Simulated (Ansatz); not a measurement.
# C3H11NSi: the cost of one run

Method: RHF/def2-SVP, in Ansatz 0.2.0.

### 1 The starting structure

Bond lengths (14 of 15 bonds, heavy atoms first): C1–C2 1.466 Å, C2–C3 1.548 Å, C3–N4 1.549 Å, C3–Si5 1.879 Å, C1–H6 1.135 Å, C1–H7 1.092 Å, C1–H8 1.101 Å, C2–H9 1.141 Å, C2–H10 1.103 Å, C3–H11 1.066 Å, N4–H12 1.022 Å, N4–H13 0.914 Å, Si5–H14 1.466 Å, Si5–H15 1.473 Å. Angles (14 of 27 angles, heavy atoms first): C1–C2–C3 112.6°, C2–C3–N4 105.0°, C2–C3–Si5 116.8°, N4–C3–Si5 111.6°, C1–C2–H9 110.2°, C1–C2–H10 106.7°, C3–C2–H9 111.8°, C3–C2–H10 110.8°, C2–C1–H6 113.0°, C2–C1–H7 114.8°, C2–C1–H8 113.8°, C2–C3–H11 109.0°, N4–C3–H11 105.2°, Si5–C3–H11 108.6°.

As a file:

```xyz
16

C    -0.0553    1.8525   -0.6047
C     0.6101    0.8770    0.2641
C     0.2762   -0.5850   -0.1190
N     1.3388   -1.4431    0.6124
Si   -1.4668   -1.1813    0.2501
H     0.2317    2.9252   -0.3682
H     0.1408    1.7243   -1.6709
H    -1.1492    1.8839   -0.4818
H     0.3695    1.0940    1.3581
H     1.6935    1.0659    0.1821
H     0.4708   -0.7251   -1.1581
H     1.2144   -2.4045    0.2874
H     2.1707   -1.1294    0.3988
H    -1.6150   -2.6118   -0.0342
H    -2.4340   -0.4484   -0.5843
H    -1.8191   -0.9167    1.7126
```

### 2 End point A

Contents of input.yaml:

```yaml
crystal:
  periodic: [false, false, false]
  atoms:
    - { symbol: C, position_ang: [-0.0553, 1.8525, -0.6047] }
    - { symbol: C, position_ang: [0.6101, 0.877, 0.2641] }
    - { symbol: C, position_ang: [0.2762, -0.585, -0.119] }
    - { symbol: "N", position_ang: [1.3388, -1.4431, 0.6124] }
    - { symbol: Si, position_ang: [-1.4668, -1.1813, 0.2501] }
    - { symbol: H, position_ang: [0.2317, 2.9252, -0.3682] }
    - { symbol: H, position_ang: [0.1408, 1.7243, -1.6709] }
    - { symbol: H, position_ang: [-1.1492, 1.8839, -0.4818] }
    - { symbol: H, position_ang: [0.3695, 1.094, 1.3581] }
    - { symbol: H, position_ang: [1.6935, 1.0659, 0.1821] }
    - { symbol: H, position_ang: [0.4708, -0.7251, -1.1581] }
    - { symbol: H, position_ang: [1.2144, -2.4045, 0.2874] }
    - { symbol: H, position_ang: [2.1707, -1.1294, 0.3988] }
    - { symbol: H, position_ang: [-1.615, -2.6118, -0.0342] }
    - { symbol: H, position_ang: [-2.434, -0.4484, -0.5843] }
    - { symbol: H, position_ang: [-1.8191, -0.9167, 1.7126] }
basis:
  gaussian: { orbitals: def2-SVP }
hamiltonian:
  xc: hf
relax:
  f_tol: 0.015
  max_steps: 40
```

On the command line:

```bash
$ ansatz run input.yaml --threads 2 --pin off --max-ram 3072MiB --backend cpu --events-out ev --progress --plain --runs-dir out
```

**Question.** How long does this run take on 2 threads of Intel Xeon 6975P-C (Granite Rapids), shared host, and how much memory does it need?

About 15 s, with a peak of 0.32 GiB.
